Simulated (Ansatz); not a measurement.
# CH6GaN: how energies converge with the basis set

An exercise on one series of results from a longer session: the logs are not shown, and one member is left open.

The runs use Ansatz 0.2.0, Gaussian basis; one geometry, several basis sets.

The runs, in order: PBE0-D4/def2-SVP; ωB97M-V/def2-SVP; PBE0-D4/def2-QZVPP; the functionals' def2-TZVPP values are taken from earlier runs.

2 further runs of the same task are left out: 2 that didn't finish.

## The relaxed structure

An earlier PBE0-D4 in a triple-zeta def2 set relaxation fixed the geometry.

9 atoms, charge 0, spin multiplicity 1.

Atoms are counted from 1 here; the program's logs count them from 0.

Bond lengths: C1–N2 1.443 Å, C1–H4 1.093 Å, C1–H5 1.097 Å, C1–H6 1.097 Å, N2–Ga3 1.815 Å, N2–H7 1.008 Å, Ga3–H8 1.561 Å, Ga3–H9 1.562 Å. Angles: N2–C1–H4 109.8°, N2–C1–H5 112.4°, N2–C1–H6 112.4°, H4–C1–H5 107.2°, H4–C1–H6 107.2°, H5–C1–H6 107.6°, C1–N2–Ga3 127.7°, C1–N2–H7 113.1°, Ga3–N2–H7 119.2°, N2–Ga3–H8 116.6°, N2–Ga3–H9 116.0°, H8–Ga3–H9 127.3°.

Set-up of the first run:

Input file in.yaml:

```yaml
crystal:
  periodic: [false, false, false]
  atoms:
    - {symbol: C, position_ang: [-0.422704, 0.993534, -0.683432]}
    - {symbol: N, position_ang: [0.451283, -0.099717, -0.331798]}
    - {symbol: Ga, position_ang: [0.296967, -1.236250, 1.074449]}
    - {symbol: H, position_ang: [-1.239003, 1.061827, 0.039452]}
    - {symbol: H, position_ang: [-0.875928, 0.863893, -1.674148]}
    - {symbol: H, position_ang: [0.095732, 1.960495, -0.680580]}
    - {symbol: H, position_ang: [1.224653, -0.208336, -0.968957]}
    - {symbol: H, position_ang: [1.397334, -2.334898, 1.210557]}
    - {symbol: H, position_ang: [-0.928323, -1.000558, 2.014448]}
basis:
  gaussian: {orbitals: def2-SVP}
hamiltonian: {xc: pbe0, dispersion: d4}
output: {orbitals: {seedname: orbitals}}
```

Steps of the session up to this table: PBE0-D4 in def2-SVP; ωB97M-V in def2-SVP; PBE0-D4 in def2-QZVPP.

One table of the session follows, with a row left open; its other results are not shown here.

It belongs to the step «Functionals by basis». 

| functional | basis | HOMO (eV) |
| --- | --- | --- |
| PBE0-D4 | def2-SVP | ? |
| PBE0-D4 | def2-TZVPP | -6.73 |
| PBE0-D4 | def2-QZVPP | -6.75 |
| ωB97M-V | def2-SVP | -8.94 |
| ωB97M-V | def2-TZVPP | -9.04 |

**Question.** Estimate the row for PBE0-D4, def2-SVP.

**Answer.** HOMO (eV): -6.66. In the column «HOMO (eV)» it is the highest.
